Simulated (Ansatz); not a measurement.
# CH7Al2BO: how energies converge with the basis set

One table from this session's results is given with a row withheld; the runs are named, their logs left out.

Program: Ansatz 0.2.0, Gaussian basis. Level of theory: one geometry, several basis sets. These are calculated values, not measurements.

Plan: PBE0-D4/def2-SVP; ωB97M-V/def2-SVP; PBE0-D4/def2-QZVPP; ωB97M-V/def2-QZVPP; the functionals' def2-TZVPP values are taken from earlier runs.

## The relaxed structure

All runs share one geometry, relaxed beforehand with PBE0-D4 in a triple-zeta def2 set.

SMILES `[BH2][Al]([CH3])[O][AlH2]`, 12 atoms, charge 0, spin multiplicity 1.

Atoms are counted from 1 here; the program's logs count them from 0.

Bond lengths: B1–Al2 2.126 Å, B1–H6 1.201 Å, B1–H7 1.201 Å, Al2–C3 1.954 Å, Al2–O4 1.694 Å, C3–H8 1.095 Å, C3–H9 1.093 Å, C3–H10 1.096 Å, O4–Al5 1.678 Å, Al5–H11 1.584 Å, Al5–H12 1.584 Å. Angles: Al2–B1–H6 123.2°, Al2–B1–H7 122.9°, H6–B1–H7 113.9°, B1–Al2–C3 125.1°, B1–Al2–O4 116.8°, C3–Al2–O4 118.1°, Al2–C3–H8 111.4°, Al2–C3–H9 113.0°, Al2–C3–H10 110.3°, H8–C3–H9 107.9°, H8–C3–H10 106.7°, H9–C3–H10 107.2°, Al2–O4–Al5 178.6°, O4–Al5–H11 118.7°, O4–Al5–H12 118.7°, H11–Al5–H12 122.6°.

As a file:

```
B     0.11911    1.47038    1.96761
Al   -0.17622    0.41826    0.14435
C    -1.24141    1.05979   -1.36244
O     0.59002   -1.08548   -0.00194
Al    1.34359   -2.57357   -0.18673
H     1.01724    2.24886    2.13952
H    -0.60112    1.34127    2.91992
H    -1.87026    0.26427   -1.77438
H    -1.88993    1.90021   -1.10029
H    -0.58726    1.39694   -2.17465
H     0.61406   -3.86936    0.35804
H     2.75917   -2.62678   -0.89492
```

The first run:

The input, in.yaml:

```yaml
crystal:
  periodic: [false, false, false]
  atoms:
    - {symbol: B, position_ang: [0.119106, 1.470379, 1.967615]}
    - {symbol: Al, position_ang: [-0.176219, 0.418265, 0.144346]}
    - {symbol: C, position_ang: [-1.241412, 1.059792, -1.362435]}
    - {symbol: O, position_ang: [0.590024, -1.085479, -0.001935]}
    - {symbol: Al, position_ang: [1.343592, -2.573574, -0.186728]}
    - {symbol: H, position_ang: [1.017239, 2.248863, 2.139520]}
    - {symbol: H, position_ang: [-0.601117, 1.341270, 2.919918]}
    - {symbol: H, position_ang: [-1.870263, 0.264269, -1.774384]}
    - {symbol: H, position_ang: [-1.889926, 1.900213, -1.100292]}
    - {symbol: H, position_ang: [-0.587257, 1.396935, -2.174650]}
    - {symbol: H, position_ang: [0.614062, -3.869357, 0.358043]}
    - {symbol: H, position_ang: [2.759174, -2.626778, -0.894917]}
basis:
  gaussian: {orbitals: def2-SVP}
hamiltonian: {xc: pbe0, dispersion: d4}
output: {orbitals: {seedname: orbitals}}
```

Among the steps run: PBE0-D4 in def2-SVP; ωB97M-V in def2-SVP; PBE0-D4 in def2-QZVPP; ωB97M-V in def2-QZVPP.

One of the session's tables, all rows but one given; the rest of the session is left out.

It belongs to the step «Density functionals: the series». 

```
functional       basis  HOMO (eV)  LUMO (eV)
   PBE0-D4    def2-SVP      -7.08      -2.16
   PBE0-D4  def2-TZVPP          ?          ?
   PBE0-D4  def2-QZVPP      -7.12      -2.24
   ωB97M-V    def2-SVP      -9.19      -0.10
   ωB97M-V  def2-TZVPP      -9.26      -0.30
   ωB97M-V  def2-QZVPP      -9.26      -0.37
```

Q: Estimate the row for PBE0-D4, def2-TZVPP from the others.

The run gave: HOMO (eV): -7.11; LUMO (eV): -2.23. In the column «HOMO (eV)» it lies between PBE0-D4, def2-QZVPP (-7.12) and PBE0-D4, def2-SVP (-7.08).
